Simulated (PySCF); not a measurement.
# SnO: from the state search to spectroscopic constants

An exercise on one series of results from a longer session: the logs are not shown, and one member is left open.

Program: PySCF 2.14.0. Level of theory: Sn def2-TZVPPD with ECP28, O def2-TZVPPD, scalar-relativistic core potentials. These are calculated values, not measurements.

The first run:

The job is set up so:

```json
{
  "atoms": "Sn, O",
  "charge": "0",
  "basis": "Sn def2-TZVPPD with ECP28, O def2-TZVPPD",
  "Hamiltonian": "scalar-relativistic core potentials",
  "basis functions": "96",
  "electrons treated": "30",
  "masses in u": "119.9022, 15.9949",
  "levels": "PBE0, PBE, r²SCAN, TPSS, LDA, MN15, TPSSh, M06-L, CAM-B3LYP, HF, MP2, SCS-MP2, CCSD, CCSD(T)",
  "grid": "80 radial by 434 angular points",
  "occupations": "held fixed by the projection of orbital angular momentum",
  "dissociation limit": "Sn + O, each in its ground configuration",
  "starting distance in angstrom": "1.950",
  "values of 2S to try": "0, 2, 4"
}
```

On the command line:

```sh
$ OMP_NUM_THREADS=2 python dia.py task.json out
```

Among the steps run: Set-up; First curve: PBE0; Excited determinants; PBE (GGA); r²SCAN (meta-GGA); TPSS (meta-GGA); LDA (local density); MN15 (hybrid meta-GGA); TPSSh (hybrid meta-GGA); M06-L (meta-GGA); CAM-B3LYP (range-separated hybrid); RHF (mean field); Correlated methods on the Hartree–Fock reference.

One table of the session follows, with a row left open; its other results are not shown here.

```
      level  Re (Å)  ωe (cm⁻¹)  De (eV)
        RHF   1.786        967     1.77
    RHF-MP2   1.848        802     6.21
RHF-SCS-MP2   1.844        813     5.93
   RHF-CCSD   1.818        879     5.06
RHF-CCSD(T)   1.839        819     5.57
        LDA   1.826        837     7.27
        PBE   1.848        803     6.19
       TPSS   1.843        818     5.81
     r²SCAN       ?          ?        ?
      M06-L   1.839        829     5.90
      TPSSh   1.831        843     5.51
       PBE0   1.818        869     5.36
       MN15   1.814        885     5.51
  CAM-B3LYP   1.814        886     5.52
```

**Question.** Estimate the row for r²SCAN.

The run gave: Re (Å): 1.829; ωe (cm⁻¹): 847; De (eV): 5.68. In the column «Re (Å)» it lies between LDA (1.826) and TPSSh (1.831).

De is counted to Sn + O in their ground configurations.
